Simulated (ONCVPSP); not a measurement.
**An ONCV potential for lutetium, from input to tests**

Do these settings give a usable potential? It is generated, then checked for transferability, scattering, ghosts and hardness.

Program: ONCVPSP 4.0.1.1 (patched build). Reference atom: PBE, scalar-relativistic, spherical and spin-unpolarised. All values are calculated.

## (1) Settings

The settings as typed:

```
element                 : lutetium (Lu, Z = 71)
type                    : optimised norm-conserving Vanderbilt (ONCV)
frozen core             : [Xe]
valence charge          : 17
reference configuration : 4f14 5d1 6s2
partial waves           : 6s: rc 3.30 bohr, ncon 5, nbas 8, qcut 2.1 1/bohr, 1 projector; p scattering state at 0.33 Ha: rc 2.90 bohr, ncon 4, nbas 7, qcut 3.3 1/bohr, 2 projectors, debl 1.8 Ha; 5d: rc 2.10 bohr, ncon 4, nbas 7, qcut 5.3 1/bohr, 2 projectors, debl 2.3 Ha; 4f: rc 0.65 bohr, ncon 4, nbas 9, qcut 28.5 1/bohr, 2 projectors, debl 1.4 Ha
local potential         : polynomial inside 0.45 bohr (lpopt 5, dvloc0 6 Ha)
core correction         : Teter function, fcfact 2, rcfact 1.45
```

The outer shells as boxes (Hund's rule for the drawing; the calculation is spin-unpolarised):

```
[Xe] core
4f [↑↓][↑↓][↑↓][↑↓][↑↓][↑↓][↑↓]
5d [↑ ][  ][  ][  ][  ]
6s [↑↓]
```

## (2) Generation

Contents of Lu.dat:

```
# ATOM AND REFERENCE CONFIGURATION
# atsym  z   nc   nv     iexc    psfile
  Lu 71.00   11    3        4      upf
#
#   n    l    f
    1    0    2.00
    2    0    2.00
    2    1    6.00
    3    0    2.00
    3    1    6.00
    3    2   10.00
    4    0    2.00
    4    1    6.00
    4    2   10.00
    5    0    2.00
    5    1    6.00
    4    3   14.00
    5    2    1.00
    6    0    2.00
#
# PSEUDOPOTENTIAL AND OPTIMIZATION
# lmax
    3
#
#   l,   rc,      ep,       ncon, nbas, qcut
    0    3.30    0.00    5    8    2.10
    1    2.90    0.33    4    7    3.30
    2    2.10    0.00    4    7    5.30
    3    0.65    0.00    4    9   28.50
#
# LOCAL POTENTIAL
# lloc, lpopt,  rc(5),   dvloc0
    4    5    0.45    6.00
#
# VANDERBILT-KLEINMAN-BYLANDER PROJECTORs
# l, nproj, debl
    0    1    1.70
    1    2    1.80
    2    2    2.30
    3    2    1.40
#
# MODEL CORE CHARGE
# icmod, fcfact, rcfact
    3    2.00    1.45
#
# LOG DERIVATIVE ANALYSIS
# epsh1, epsh2, depsh
   -2.00    5.00    0.02
#
# OUTPUT GRID
# rlmax, drl
    6.00    0.01
#
# TEST CONFIGURATIONS
# ncnf
    4
# nvcnf
#   n    l    f
    3
    4    3   14.00
    5    2    1.00
    6    0    1.00
#
    3
    4    3   14.00
    5    2    1.00
    6    0    0.00
#
    3
    4    3   14.00
    5    2    0.00
    6    0    0.00
#
    4
    4    3   14.00
    5    2    1.00
    6    0    0.00
    6    1    2.00
#
```

The run is started by

```sh
$ oncvpsp.x < Lu.dat > Lu.out
```

What does the calculation give? Wanted: cutoffs for 1 and 0.1 mHa per electron, occupied waves; bound ghosts; GHOST(+) flags; largest test error; largest phase difference near zero energy, channels read; rms error of d²Exc/dn², without and with the model core; projector energies reset by the program.

As calculated:

```
                                                quantity                                                                          value
  cutoffs for 1 and 0.1 mHa per electron, occupied waves                                                              313 Ha and 348 Ha
                                            bound ghosts  s at -1995.57 eV, s at -544.82 eV, s at -30.05 eV, p at -696.45 eV and 2 more
                                          GHOST(+) flags                                                        p at 221 eV, f at -8 eV
                            largest test error (AE − PS)                                    +13 meV, for 4f14 5d1 6s0 (1 test unsolved)
largest phase difference near zero energy, channels read                                                                      0.063 rad
 rms error of d²Exc/dn², without and with the model core                                                              8.64 and 8.06 mHa
                 projector energies reset by the program                                                             p: 0.050, 1.850 Ha
```

A bound ghost (s, p, d) makes it unfit for use: electrons can fall into a state that the atom doesn't have. By total energies transferability is good where solved: the largest error is 13 meV on 20.6 eV, for 4f14 5d1 6s0. Atomic tests can pass in spite of a ghost, since they solve only for the levels asked. Of the tests 1 gave no usable energy difference, which is a warning in itself. It counts as very hard, with 313 Ha needed at the looser tolerance. At the looser tolerance the 4f wave is the slowest; 5d needs 10 Ha. Near zero energy the largest phase difference among the channels read is 0.06 rad, in the p channel. The pseudo curves have a pole with no partner nearby in the atom's: s at -1.10 Ha. The program also flags highly localised states, GHOST(+) (p, f). These are tests on the free atom; a crystal test is still owed.
